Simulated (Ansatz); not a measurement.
What does this script print? It uses the Python package of Ansatz (0.2.0).

Script `pt.py`:
```python
"""Enthalpies of two structures of Pt under pressure."""

import csv
import warnings

import ansatz as az
import numpy as np


def fcc(a_site, a):
    return (
        az.Lattice.fcc(a)
        .space_group(225)
        .atom(a_site, (0, 0, 0))
        .primitive()
    )


def sc(a_site, a):
    return (
        az.Lattice.cubic(a)
        .space_group(221)
        .atom(a_site, (0, 0, 0))
    )


def compute(name, crystal, pressure=0.0):
    calc = (
        crystal.calculation()
        .functional("pbesol")
        .basis(31 * az.Ry)
        .kpoints(spacing=0.3)
        .occupations("cold", width=0.05)
    )
    calc = calc.relax(force_tolerance=0.01, cell=True, pressure=pressure)
    return calc.run()


def volume_per_atom(outcome):
    return abs(np.linalg.det(outcome.lattice.cell_ang)) / len(outcome.lattice.sites)


def main() -> None:
    warnings.simplefilter("ignore")

    phases = {}
    phases["fcc"] = fcc("Pt", 3.92)
    phases["sc"] = sc("Pt", 2.55)

    # H = E + PV, with 1 eV per cubic angstrom equal to 160.2 GPa
    pressures = [0, 15, 30, 45]
    enthalpy, volume = {name: [] for name in phases}, {name: [] for name in phases}
    for p in pressures:
        for name, crystal in phases.items():
            o = compute(name, crystal, pressure=p)
            volume[name].append(volume_per_atom(o))
            enthalpy[name].append(o.report["energy_sigma0_ev"] / len(o.lattice.sites) + p * volume[name][-1] / 160.21766)
    gap = np.array(enthalpy["sc"]) - np.array(enthalpy["fcc"])
    rows = [(p, va, vb, 1000 * d) for p, va, vb, d in zip(pressures, volume["fcc"], volume["sc"], gap)]
    with open("transition.csv", "w", newline="") as handle:
        writer = csv.writer(handle)
        writer.writerow(["P (GPa)", "V fcc (A^3/atom)", "V sc (A^3/atom)", "H(sc) - H(fcc) (meV/atom)"])
        writer.writerows([round(v, 4) if isinstance(v, float) else v for v in row] for row in rows)
    print(open("transition.csv").read())
    crossings = [p0 - g0 * (p1 - p0) / (g1 - g0) for p0, p1, g0, g1 in zip(pressures, pressures[1:], gap, gap[1:]) if g0 * g1 < 0]
    print("crossing near", [round(float(p), 1) for p in crossings], "GPa") if crossings else print("no crossing in this range")


if __name__ == "__main__":
    main()
```

```console
$ python pt.py
P (GPa),V fcc (A^3/atom),V sc (A^3/atom),H(sc) - H(fcc) (meV/atom)
0,15.0383,17.3673,538.3765
15,14.3626,16.333,738.7673
30,13.8367,15.5754,910.973
45,13.4066,15.012,1067.3718

no crossing in this range
```

Caveats:
- The run is spin-unpolarised.
- At a fixed pressure a relaxation lowers the enthalpy F + PV, while F alone can rise.
- For the metals among these phases the mesh is modest: differences between phases can be off by up to 40 meV an atom.
- Spin-orbit coupling, which matters for elements this heavy, is left out.
- Only these two structures are compared, at zero temperature and with their symmetry kept; either may be hypothetical, and another phase may be lower than both. Differences under about 40 meV an atom lie within the error of mesh and functional.
- The cells are prototypes set up for this calculation and needn't exist.
- Finished in 31 s on 1 thread of Intel(R) Xeon(R) Platinum 8259CL CPU @ 2.50GHz (Skylake/Cascade Lake), with other jobs on the host, peak memory 0.39 GiB.
